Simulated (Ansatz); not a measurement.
# InSb3 (Fm-3m) in Ansatz: reference runs

Reference runs on InSb3: the cell as given and a disturbed copy.

Program: Ansatz 0.2.0. These are calculated values, not measurements. Logs are shortened: lines on timing, memory, paths and dates and some standing lists are left out, and cuts for length are marked.

### 1 Starting point

Symmetry: Fm-3m, No. 225, cubic system. Conventional cell: a = 7.589 Å, b = 7.589 Å, c = 7.589 Å, α = 90.00°, β = 90.00°, γ = 90.00°. Around Sb (site symmetry m-3m) lie 8 Sb at 3.29 Å. Sb (site symmetry -43m) is surrounded by 4 In at 3.29 Å and 4 Sb at 3.29 Å. Around In (site symmetry m-3m) lie 8 Sb at 3.29 Å.

The cell comes from a database or a generator and needn't be the stable form of this composition.

### 2 Single point, PBE

input.yaml reads:

```yaml
crystal:
  lattice:
    - [0.0, 3.794555, 3.794555]
    - [3.794555, 0.0, 3.794555]
    - [3.794555, 3.794555, 0.0]
  atoms:
    - { symbol: Sb, position: [0.5, 0.5, 0.5] }
    - { symbol: Sb, position: [0.75, 0.75, 0.75] }
    - { symbol: Sb, position: [0.25, 0.25, 0.25] }
    - { symbol: In, position: [0.0, 0.0, 0.0] }
hamiltonian:
  xc: pbe
  pseudopotentials: { kind: paw }
kpoints:
  mp_grid: { grid: [6, 6, 6] }
scf:
  occupations: { method: fermi_dirac, width: 0.05 }
output:
  forces: true
  stress: true
  eigenvalues: true
```

Potentials or basis: Ansatz PAW.

Launch:

```sh
$ ansatz run input.yaml --threads 2 --pin off --max-ram 5120MiB --backend cpu --events-out ev --progress --plain --runs-dir out
```

The log of the run:

```text
Warning: RAYON_NUM_THREADS=2 ignored (pool sized by the plan → 2); use --threads N
Engine: ansatz 0.2.0, aarch64-unknown-linux-gnu
Pseudopotentials: kind: paw
Pseudopotential: Sb, paw, valence charge 15, recommended cutoff 420 eV (normal), Sb.paw.azcp
Pseudopotential: In, paw, valence charge 13, recommended cutoff 420 eV (normal), In.paw.azcp
Functional definition: PBE
  parameter kappa = 0.804
  parameter beta = 0.06672455060314922
  exchange = pbe_x(kappa = kappa, mu = beta*pi^2/3)
  correlation = pbe_c(beta = beta)
Crystal: 4 atoms, lattice volume = 109.273 Å³
Basis set: ecut = 420 eV, 2109 PW (Γ), exchange–correlation on 72×72×72 points (8 copies of the dense FFT grid, shifted against one another)
Bands: 35, of which v1, the nominal top of the filled ones, is band 29 counted from 1 (28 counted from 0)
Symmetry: 48 space group operations
Space group: Fm-3m (ITA 225), of the structure as read, at distance tolerance 4.8e-5 Å
k-points: 16 of 216
Non-local potential: Sb, projectors of the file, l = 0: 2, l = 1: 2, l = 2: 2, l = 3: 2
Non-local potential: In, projectors of the file, l = 0: 2, l = 1: 2, l = 2: 2, l = 3: 2
PAW form: soft (Blöchl's): semilocal exchange-correlation on the pseudo side does not see the compensation charge
PAW one-centre angular grid: Sb, 590 points (default); XC on 64 Gauss nodes
PAW one-centre angular grid: In, 590 points (default); XC on 64 Gauss nodes
Initial density: superposition of atomic densities (neutral atoms: chi_scale 0, normalization atom), corrected by the library's trained network
Initial wavefunctions: pseudopotential atomic-orbital guess
Functional: x = pbe(κ = 0.804, μ = 0.2195149727645171), c = pbe(β = 0.06672455060314922)
SCF iter   1: F=—  HF=-25050.577822 eV  |F-HF|=—  |Δ(HF+E_count)|=         —  Δρ=2.32e-3  dr2=1.38e-2  ethr=1.77e-3  ⟨swp⟩=9.6  Hψ=2525  notcnv=0
preconditioner: auto → Resta (q_TF=auto, 2.455 Å⁻¹)  ε∞=4.0  [insulator: Δε(μ)=0.187 eV  Ē_g=10.822 eV  σ=0.050 eV  W_gap=0.68  n_scr=26 (ndim 8)  ℏωp=18.8 eV  f_vac=0.000  D(μ)=3.56/eV (n_scr^D=26)  ε∞_Penn≈4.0]
SCF iter   2: F=—  HF=-25050.571694 eV  |F-HF|=—  |Δ(HF+E_count)|=   6.13e-3  Δρ=9.51e-4  dr2=1.70e-3  ethr=2.38e-5  ⟨swp⟩=2.0  Hψ=1070  notcnv=0
SCF iter   3: F=—  HF=-25050.571254 eV  |F-HF|=—  |Δ(HF+E_count)|=   4.40e-4  Δρ=3.29e-4  dr2=1.10e-4  ethr=2.93e-6  ⟨swp⟩=3.0  Hψ=1069  notcnv=0
SCF iter   4: F=—  HF=-25050.571243 eV  |F-HF|=—  |Δ(HF+E_count)|=   1.09e-5  Δρ=1.13e-4  dr2=9.90e-6  ethr=1.90e-7  ⟨swp⟩=2.0  Hψ=627  notcnv=0
SCF iter   5: F=—  HF=-25050.571241 eV  |F-HF|=—  |Δ(HF+E_count)|=   2.14e-6  Δρ=2.24e-5  dr2=4.87e-7  ethr=1.71e-8  ⟨swp⟩=2.6  Hψ=888  notcnv=0
SCF iter   6: F=-25050.571241 eV  HF=-25050.571241 eV  |F-HF|=2.27e-8  |Δ(HF+E_count)|=   6.92e-8  Δρ=4.96e-6  dr2=2.44e-8  ethr=1.72e-10  ⟨swp⟩=7.5  Hψ=2210  notcnv=0
SCF 1 converged in 6 iterations: F = -25050.571241 eV  dr2 = 2.44e-8
SCF converged after 6 iterations
Free energy (F): -25050.571241 eV
Harris-Foulkes:  -25050.571241 eV  (|F-HF|=2.27e-8)
Internal energy: -25050.540378 eV  (E = F + TS)
E sigma→0 (E₀):  -25050.555810 eV
Entropy (-TS):   -0.030863 eV (-7.716 meV/atom)
Fermi energy:    11.086804 eV
--- Per-component energies (eV) ---
  E_band       = -475.610802
  E_kinetic    = 860.069026
  E_local      = -5453.745697  (includes V_loc(G=0)·N_el)
  E_nonlocal   = 1451.089775
  E_hartree    = 2416.944081
  E_xc         = -630.846205
  E_vxc        = -388.058329  (∫ρ·V_xc dr)
  E_paw        = -17876.356706  (= ΣΔE_a)
  E_vpaw       = -1778.864664  (= ΣTr[D̂ρ^β])
  E_aug_tail   = 0.000021  (compensation charges beyond the density's cutoff)
  E_ewald      = -5817.694674
  E_smearing   = -0.030863  (= −TS)
  E_closure    = 0.000000  (closes the sum)
  Σ components = -25050.571241   (vs F -25050.571241, Δ=0.00e0)
--- Forces (eV/Å), atoms counted from 1 ---
  atom   1  Sb     0.00000000     0.00000000     0.00000000
  atom   2  Sb     0.00000000     0.00000000    -0.00000000
  atom   3  Sb    -0.00000000    -0.00000000     0.00000000
  atom   4  In    -0.00000000     0.00000000     0.00000000
  max |Σ_I F_I| component: 6.94e-18 eV/Å
--- Stress (GPa, compression-positive) ---
       -0.171383      -0.000000      -0.000000
        0.000000      -0.171383       0.000000
       -0.000000       0.000000      -0.171383
  P = ⅓ Tr σ = -0.1714 GPa (-1.714 kbar)
--- Band table (eV; the first three rows and the last of 16) ---
  k-point 0: bands = ["-18.3983", "-18.3983", "-18.3983", "-18.3965", "-18.3965", "-18.1649", "-18.1649", "-18.1618", "-18.1618", "-18.1618", "-18.1458", "-18.1458", "-18.1458", "-18.1378", "-18.1378", "-3.6317", "-3.6317", "-3.6317", "-3.6017", "-3.6017", "-1.2635", "3.2040", "4.2204", "8.5097", "8.5097", "8.5097", "8.5967", "8.5967", "8.5967", "8.6132", "10.2764", "10.2764", "10.2764", "14.4565", "14.4565"]
  k-point 1: bands = ["-18.3988", "-18.3988", "-18.3979", "-18.3961", "-18.3961", "-18.1635", "-18.1635", "-18.1605", "-18.1605", "-18.1597", "-18.1483", "-18.1465", "-18.1465", "-18.1396", "-18.1396", "-3.6350", "-3.6301", "-3.6301", "-3.6022", "-3.6022", "-1.0585", "2.9393", "3.8418", "7.3459", "7.9276", "7.9276", "8.1754", "9.0293", "9.0293", "10.4194", "10.4249", "10.4249", "11.9534", "15.2477", "15.2477"]
  k-point 2: bands = ["-18.3998", "-18.3998", "-18.3970", "-18.3952", "-18.3952", "-18.1590", "-18.1590", "-18.1579", "-18.1579", "-18.1555", "-18.1535", "-18.1482", "-18.1482", "-18.1446", "-18.1446", "-3.6425", "-3.6275", "-3.6275", "-3.6028", "-3.6028", "-0.4620", "1.9746", "3.3911", "6.4570", "7.6157", "7.6157", "8.6435", "8.6435", "9.0183", "11.6023", "11.6023", "12.7752", "12.9935", "15.1712", "15.5058"]
  k-point 15: bands = ["-18.4013", "-18.3997", "-18.3964", "-18.3950", "-18.3941", "-18.1634", "-18.1604", "-18.1584", "-18.1576", "-18.1535", "-18.1528", "-18.1493", "-18.1466", "-18.1449", "-18.1416", "-3.6468", "-3.6291", "-3.6196", "-3.6117", "-3.6013", "1.1881", "1.2700", "1.8574", "4.4225", "6.9561", "7.5087", "9.1687", "9.9675", "12.0399", "12.4757", "12.8801", "12.8972", "14.0813", "14.9612", "15.3361"]
```

Run time: 1.8 s. Hardware: 2 threads of Arm Neoverse V1, shared host; peak memory 0.39 GiB.

What came out:

| Quantity | Value |
| --- | --- |
| Free energy | -25050.5712 eV |
| Pressure | -0.2 GPa |
| Band gap on the k mesh | none (metal or under the smearing width) |

Levels at points of the mesh, in eV from the Fermi level:
| k point | band 26 | band 27 | band 28 | band 29 | band 30 | band 31 | band 32 | band 33 |
| --- | --- | --- | --- | --- | --- | --- | --- | --- |
| (0.00, 0.00, 0.00) | -2.58 | -2.49 | -2.49 | -2.49 | -2.47 | -0.81 | -0.81 | -0.81 |
| (0.00, 0.00, -0.50) | -3.53 | -2.71 | -2.71 | -0.36 | -0.22 | 1.81 | 1.81 | 2.94 |
| (0.00, -0.50, -0.50) | -5.17 | 0.22 | 0.80 | 0.80 | 1.12 | 1.61 | 1.68 | 1.68 |

The run has no spin-orbit coupling, so splittings on Sb are missing.

### 3 Single point, PBE (atoms moved at random, drawn with an rms of 0.05 Å)

input.yaml reads:

```yaml
crystal:
  lattice:
    - [0.0, 3.794555, 3.794555]
    - [3.794555, 0.0, 3.794555]
    - [3.794555, 3.794555, 0.0]
  atoms:
    - { symbol: Sb, position: [0.505479, 0.511318, 0.484807] }
    - { symbol: Sb, position: [0.751344, 0.750804, 0.731941] }
    - { symbol: Sb, position: [0.242819, 0.263156, 0.24665] }
    - { symbol: In, position: [-0.008564, -0.005178, 0.009168] }
hamiltonian:
  xc: pbe
  pseudopotentials: { kind: paw }
kpoints:
  mp_grid: { grid: [6, 6, 6] }
scf:
  occupations: { method: fermi_dirac, width: 0.05 }
output:
  forces: true
  stress: true
  eigenvalues: true
```

Potentials or basis: Ansatz PAW.

Launch:

```sh
$ ansatz run input.yaml --threads 2 --pin off --max-ram 5120MiB --backend cpu --events-out ev --progress --plain --runs-dir out
```

The log of the run:

```text
Warning: RAYON_NUM_THREADS=2 ignored (pool sized by the plan → 2); use --threads N
Engine: ansatz 0.2.0, aarch64-unknown-linux-gnu
Pseudopotentials: kind: paw
Pseudopotential: Sb, paw, valence charge 15, recommended cutoff 420 eV (normal), Sb.paw.azcp
Pseudopotential: In, paw, valence charge 13, recommended cutoff 420 eV (normal), In.paw.azcp
Functional definition: PBE
  parameter kappa = 0.804
[... 57 lines left out ...]
        0.062126      -0.122188       0.263549
        0.052664       0.263549      -0.052245
  P = ⅓ Tr σ = -0.0505 GPa (-0.505 kbar)
--- Band table (eV; the first three rows and the last of 112) ---
  k-point 0: bands = ["-18.4046", "-18.4024", "-18.3994", "-18.3986", "-18.3986", "-18.1715", "-18.1706", "-18.1673", "-18.1671", "-18.1668", "-18.1519", "-18.1510", "-18.1506", "-18.1432", "-18.1425", "-3.6299", "-3.6289", "-3.6283", "-3.5988", "-3.5980", "-1.2760", "3.2020", "4.2163", "8.3460", "8.4333", "8.5068", "8.5386", "8.6057", "8.6721", "8.7635", "10.1110", "10.2843", "10.4819", "14.4540", "14.4669"]
  k-point 1: bands = ["-18.4051", "-18.4022", "-18.3993", "-18.3985", "-18.3981", "-18.1700", "-18.1692", "-18.1660", "-18.1656", "-18.1653", "-18.1540", "-18.1517", "-18.1515", "-18.1450", "-18.1441", "-3.6330", "-3.6273", "-3.6268", "-3.5992", "-3.5984", "-1.0749", "2.9382", "3.8652", "7.2545", "7.8391", "7.9610", "8.2426", "8.9612", "8.9863", "10.4096", "10.4677", "10.6079", "11.8716", "15.2414", "15.2597"]
  k-point 2: bands = ["-18.4060", "-18.4022", "-18.3992", "-18.3979", "-18.3971", "-18.1660", "-18.1656", "-18.1632", "-18.1628", "-18.1620", "-18.1582", "-18.1534", "-18.1533", "-18.1498", "-18.1485", "-3.6401", "-3.6247", "-3.6242", "-3.5998", "-3.5985", "-0.4956", "2.0030", "3.4295", "6.3547", "7.5128", "7.6886", "8.5263", "8.6941", "9.0580", "11.6270", "11.6662", "12.7659", "13.0144", "15.2029", "15.4735"]
  k-point 111: bands = ["-18.4053", "-18.4031", "-18.4016", "-18.3968", "-18.3968", "-18.1623", "-18.1617", "-18.1614", "-18.1612", "-18.1597", "-18.1569", "-18.1562", "-18.1555", "-18.1543", "-18.1519", "-3.6443", "-3.6243", "-3.6232", "-3.6004", "-3.5996", "0.2839", "0.9375", "3.2179", "6.2733", "7.4303", "7.6166", "8.3475", "8.5407", "10.7433", "10.8070", "12.7612", "12.8393", "14.0014", "14.1233", "14.4756"]
```

It took 20 s on 2 threads of Arm Neoverse V1, shared host; peak memory 0.56 GiB.

What came out:

```
Free energy            : -25050.5547 eV
Pressure               : -0.1 GPa
Largest force          : 0.215 eV/Å
Band gap on the k mesh : none (metal or under the smearing width)
```

Forces in eV/Å, atoms in the order of the input:
```
Sb   0.024  0.030 -0.097
Sb   0.120  0.067 -0.027
Sb  -0.087  0.005 -0.056
In  -0.057 -0.103  0.180
```

Stress tensor (GPa, compression positive):
```
 0.02  0.06  0.05
 0.06 -0.12  0.26
 0.05  0.26 -0.05
```
